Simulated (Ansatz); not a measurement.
# C2H7AlO2: up Jacob's ladder to CCSD(T)

An exercise on one series of results from a longer session: the logs are not shown, and one member is left open.

Program: Ansatz 0.2.0, Gaussian basis. Level of theory: functionals in def2-TZVPP, the program's frozen cores in correlated methods. These are calculated values, not measurements.

Levels to be run: LDA (SPW92), PBE-D4, revPBE-D4, BLYP-D4, r2SCAN-D4, B97M-V, PBE0-D4, B3LYP-D4, r2SCANh-D4, r2SCAN0-D4, HSE06-D4, BHLYP-D4, CAM-B3LYP-D4, LC-ωPBE, ωB97X-V, ωB97M-V, B2PLYP, PBE-QIDH; CCSD(T)/def2-SVP; CCSD(T)/def2-TZVPP; MP2/def2-QZVPP; extrapolation to the limit; RPA on PBE.

### The relaxed structure

An earlier PBE0-D4 in a triple-zeta def2 set relaxation fixed the geometry.

12 atoms, charge 0, spin multiplicity 1.

Atoms are counted from 1 here; the program's logs count them from 0.

Bond lengths: C1–O2 1.393 Å, C1–H6 1.095 Å, C1–H7 1.097 Å, C1–H8 1.095 Å, O2–Al3 1.679 Å, Al3–O4 1.679 Å, Al3–H9 1.565 Å, O4–C5 1.393 Å, C5–H10 1.095 Å, C5–H11 1.095 Å, C5–H12 1.097 Å. Angles: O2–C1–H6 110.3°, O2–C1–H7 112.8°, O2–C1–H8 110.2°, H6–C1–H7 107.9°, H6–C1–H8 107.8°, H7–C1–H8 107.8°, C1–O2–Al3 140.8°, O2–Al3–O4 123.8°, O2–Al3–H9 118.1°, O4–Al3–H9 118.1°, Al3–O4–C5 140.8°, O4–C5–H10 110.2°, O4–C5–H11 110.3°, O4–C5–H12 112.8°, H10–C5–H11 107.8°, H10–C5–H12 107.8°, H11–C5–H12 107.9°.

Coordinates:

```
C    -1.9298   -0.7597    0.1093
O    -0.7552   -1.4179    0.4666
Al    0.9040   -1.1710    0.5367
O     1.6557    0.2547    0.0666
C     1.3564    1.5124   -0.4523
H    -2.4214   -1.2825   -0.7182
H    -1.7568    0.2775   -0.2033
H    -2.6257   -0.7438    0.9548
H     1.8012   -2.3366    1.0704
H     1.9117    1.6793   -1.3814
H     1.6481    2.2948    0.2565
H     0.2888    1.6378   -0.6716
```

The first run:

in.yaml

```yaml
crystal:
  periodic: [false, false, false]
  atoms:
    - {symbol: C, position_ang: [-1.929809, -0.759707, 0.109302]}
    - {symbol: O, position_ang: [-0.755220, -1.417920, 0.466641]}
    - {symbol: Al, position_ang: [0.904015, -1.171026, 0.536706]}
    - {symbol: O, position_ang: [1.655745, 0.254709, 0.066599]}
    - {symbol: C, position_ang: [1.356354, 1.512363, -0.452335]}
    - {symbol: H, position_ang: [-2.421375, -1.282520, -0.718224]}
    - {symbol: H, position_ang: [-1.756806, 0.277473, -0.203272]}
    - {symbol: H, position_ang: [-2.625719, -0.743808, 0.954836]}
    - {symbol: H, position_ang: [1.801166, -2.336553, 1.070395]}
    - {symbol: H, position_ang: [1.911716, 1.679297, -1.381439]}
    - {symbol: H, position_ang: [1.648086, 2.294811, 0.256509]}
    - {symbol: H, position_ang: [0.288846, 1.637780, -0.671620]}
basis:
  gaussian: {orbitals: def2-TZVPP}
hamiltonian: {xc: lda}
output: {orbitals: {seedname: orbitals}}
```

Command:

```bash
ansatz run in.yaml --threads 4 --pin off --events-out ev --progress --plain --max-ram 10444MiB
```

Among the steps run: LDA; PBE-D4 (GGA); revPBE-D4 (GGA); BLYP-D4 (GGA); r2SCAN-D4 (meta-GGA); B97M-V (meta-GGA); B3LYP-D4 (hybrid); r2SCANh-D4 (hybrid); r2SCAN0-D4 (hybrid); HSE06-D4 (hybrid); BHLYP-D4 (hybrid); CAM-B3LYP-D4 (range-separated); LC-ωPBE (range-separated); ωB97X-V (range-separated); ωB97M-V (range-separated); B2PLYP (double hybrid); PBE-QIDH (double hybrid).

One of the session's tables, all rows but one given; the rest of the session is left out.

It belongs to the step «Orbital energies across the functionals». 

| functional | HOMO (eV) | gap (eV) |
| --- | --- | --- |
| LDA (SPW92) | -6.55 | 5.54 |
| PBE-D4 | -6.41 | 5.60 |
| revPBE-D4 | -6.35 | 5.63 |
| BLYP-D4 | -6.32 | 5.60 |
| r2SCAN-D4 | -6.73 | 6.33 |
| B97M-V | -6.88 | 6.18 |
| PBE0-D4 | -7.97 | 7.93 |
| B3LYP-D4 | -7.74 | 7.47 |
| r2SCANh-D4 | -7.32 | 7.17 |
| r2SCAN0-D4 | ? | ? |
| HSE06-D4 | -7.57 | 7.16 |
| BHLYP-D4 | -9.49 | 10.16 |
| CAM-B3LYP-D4 | -9.44 | 10.28 |
| LC-ωPBE | -10.77 | 12.74 |
| ωB97X-V | -10.45 | 12.27 |
| ωB97M-V | -10.38 | 11.85 |

Estimate the missing values for r2SCAN0-D4.

Worked estimate for «HOMO (eV)». Against the share of exact exchange, r2SCAN-D4 (0, -6.73), r2SCANh-D4 (0.1, -7.32) give a slope of -5.90 per unit share; at 0.25 the line stands at -8.20.

As computed: HOMO (eV): -8.21; gap (eV): 8.42. In «HOMO (eV)» the line misses by +0.01.
